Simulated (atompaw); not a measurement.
# Ta: the cost of one run

Method: atompaw 4.2.0.5, LDA (PW92), scalar-relativistic.

### Step 1. Starting point

The settings as typed:

```
element                 : tantalum (Ta, Z = 73)
type                    : PAW
frozen core             : [Xe] 4f14
valence charge          : 5
reference configuration : 5d3 6s1.75 6p0.25
partial waves           : 6s (bound): rc 3.00 bohr; 6s channel at 0.2 Ry: rc 3.00 bohr; 6p (bound): rc 3.00 bohr; 6p channel at 2.95 Ry: rc 3.00 bohr; 5d (bound): rc 3.00 bohr; 5d channel at 0.15 Ry: rc 1.65 bohr
local potential         : bessel scheme, radius 2.85 bohr
core correction         : smooth core density matched at 2.15 bohr
augmentation charge     : besselshape compensation charge, radius 2.90 bohr; PAW radius 3.00 bohr; waves and projectors: custom polynom2 7 10 vanderbiltortho
```

The nodes and maxima of the atom's own shells, from an earlier all-electron run, set the scale for the radii.

All-electron outer shells of the reference configuration (LDA (PW92), scalar-relativistic, ld1.x):

| shell | level (eV) | outermost node (bohr) | outermost maximum (bohr) |
| --- | --- | --- | --- |
| 5p | -39.96 | 0.58 | 1.13 |
| 4f | -25.33 | – | 0.44 |
| 6s | -5.88 | 1.32 | 2.74 |
| 5d | -4.13 | 0.65 | 1.58 |
| 6p | -1.69 | 1.59 | 3.85 |

### Step 2. Generating the potential

Ta.input

```
Ta 73
LDA-PW scalarrelativistic loggrid 2001 logderivrange -2 5 176
6 6 5 4 0 0
6 0 1.75
6 1 0.25
5 2 3
0 0 0
c
c
c
c
c
v
c
c
c
c
v
c
c
v
c
2
3.00 2.90 2.85 2.15
y
0.2
n
y
2.95
n
y
0.15
n
custom polynom2 7 10 vanderbiltortho besselshape
bessel
3.00
3.00
3.00
3.00
3.00
1.65
PWSCFOUT
UPFDX 0.0125d0 UPFXMIN -7.d0 UPFZMESH 73.d0
END
```

Command:

```console
$ atompaw < Ta.input > Ta.log
```

**Question.** How long does this run take on 1 thread of Intel Xeon Platinum 8488C, shared host?

About 14 s.
